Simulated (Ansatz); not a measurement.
# CH5AlGaNO: small, medium and large basis sets

The task here is to estimate one member of a computed series from the others.

The runs use Ansatz 0.2.0, Gaussian basis; one geometry, several basis sets.

Plan: PBE0-D4/def2-SVP; ωB97M-V/def2-SVP; PBE0-D4/def2-QZVPP; ωB97M-V/def2-QZVPP; the functionals' def2-TZVPP values are taken from earlier runs.

## The relaxed structure

An earlier PBE0-D4 in a triple-zeta def2 set relaxation fixed the geometry.

10 atoms, charge 0, spin multiplicity 1.

Atoms are counted from 1 here; the program's logs count them from 0.

Bond lengths: N1–Ga2 1.808 Å, N1–H6 1.006 Å, N1–H7 1.006 Å, Ga2–C3 2.003 Å, Ga2–H8 1.557 Å, C3–O4 1.262 Å, C3–Al5 1.956 Å, O4–Al5 1.928 Å, Al5–H9 1.581 Å, Al5–H10 1.581 Å. Angles: Ga2–N1–H6 123.5°, Ga2–N1–H7 124.4°, H6–N1–H7 112.0°, N1–Ga2–C3 115.2°, N1–Ga2–H8 120.0°, C3–Ga2–H8 124.2°, Ga2–C3–O4 124.5°, Ga2–C3–Al5 165.7°, O4–C3–Al5 69.8°, C3–O4–Al5 72.3°, C3–Al5–O4 37.9°, C3–Al5–H9 116.8°, C3–Al5–H10 117.2°, O4–Al5–H9 112.1°, O4–Al5–H10 112.3°, H9–Al5–H10 125.9°.

The first run:

in.yaml reads:

```yaml
crystal:
  periodic: [false, false, false]
  atoms:
    - {symbol: N, position_ang: [-0.383196, 1.172925, 2.144462]}
    - {symbol: Ga, position_ang: [-0.552028, -0.425999, 1.317038]}
    - {symbol: C, position_ang: [-0.049003, -0.440968, -0.621855]}
    - {symbol: O, position_ang: [-0.864745, -0.289459, -1.573120]}
    - {symbol: Al, position_ang: [0.888972, -0.528592, -2.336376]}
    - {symbol: H, position_ang: [-0.543303, 1.309009, 3.127961]}
    - {symbol: H, position_ang: [-0.175805, 2.036842, 1.673644]}
    - {symbol: H, position_ang: [-0.877646, -1.702800, 2.146935]}
    - {symbol: H, position_ang: [1.485953, 0.826243, -2.891036]}
    - {symbol: H, position_ang: [1.070811, -1.957202, -2.987652]}
basis:
  gaussian: {orbitals: def2-SVP}
hamiltonian: {xc: pbe0, dispersion: d4}
output: {orbitals: {seedname: orbitals}}
```

Launch:

```
$ ansatz run in.yaml --threads 4 --pin off --events-out ev --progress --plain --max-ram 10444MiB
```

Steps of the session up to this table: PBE0-D4 in def2-SVP; ωB97M-V in def2-SVP; PBE0-D4 in def2-QZVPP; ωB97M-V in def2-QZVPP.

One of the session's tables, all rows but one given; the rest of the session is left out.

It belongs to the step «Density functionals: the series». 

```
functional       basis  HOMO (eV)  LUMO (eV)
   PBE0-D4    def2-SVP      -6.30      -1.98
   PBE0-D4  def2-TZVPP      -6.32      -2.08
   PBE0-D4  def2-QZVPP      -6.34      -2.12
   ωB97M-V    def2-SVP      -8.44       0.41
   ωB97M-V  def2-TZVPP      -8.49       0.20
   ωB97M-V  def2-QZVPP          ?          ?
```

**Question.** Estimate the row for ωB97M-V, def2-QZVPP.

**Answer.** HOMO (eV): -8.51; LUMO (eV): 0.10. In the column «HOMO (eV)» it is the lowest.
